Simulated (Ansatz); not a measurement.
# Sr: energies up the ladder

Wanted for Sr: energies up the ladder.

Program: Ansatz 0.2.0. Level of theory: the levels named in each step. These are calculated values, not measurements.

## Step 1: The starting structure

Coordinates:

```xyz
1

Sr    0.0000    0.0000    0.0000
```

## Step 2: Single point, PBE0/def2-TZVPPD

input.yaml

```yaml
crystal:
  periodic: [false, false, false]
  atoms:
    - { symbol: Sr, position_ang: [0.0, 0.0, 0.0] }
basis:
  gaussian: { orbitals: def2-TZVPPD.json }
hamiltonian:
  xc: pbe0
```

The run is started by

```sh
$ ansatz run input.yaml --threads 1 --pin off --max-ram 2560MiB --backend cpu --events-out ev --progress --plain --runs-dir out
```

The runs that follow: Single point, PBE/def2-TZVPPD; Single point, r2SCAN/def2-TZVPPD; Single point, B3LYP/def2-TZVPPD; Single point, wB97M-V/def2-TZVPPD; Single point, B2PLYP/def2-TZVPPD; Single point, LDA/def2-TZVPPD; Single point, PBE0/def2-SVPD; Single point, PBE/def2-SVPD.

**Question.** What will these runs give? Wanted: energy at PBE/def2-SVPD.

**Answer**, as computed:

| quantity | value |
| --- | --- |
| energy at PBE/def2-SVPD | -834.665 eV |

In words: These totals serve in differences with atoms or fragments at the same level; alone they don't rank the methods. Heavy atoms carry effective core potentials in def2 sets, and spin-orbit coupling is left out.
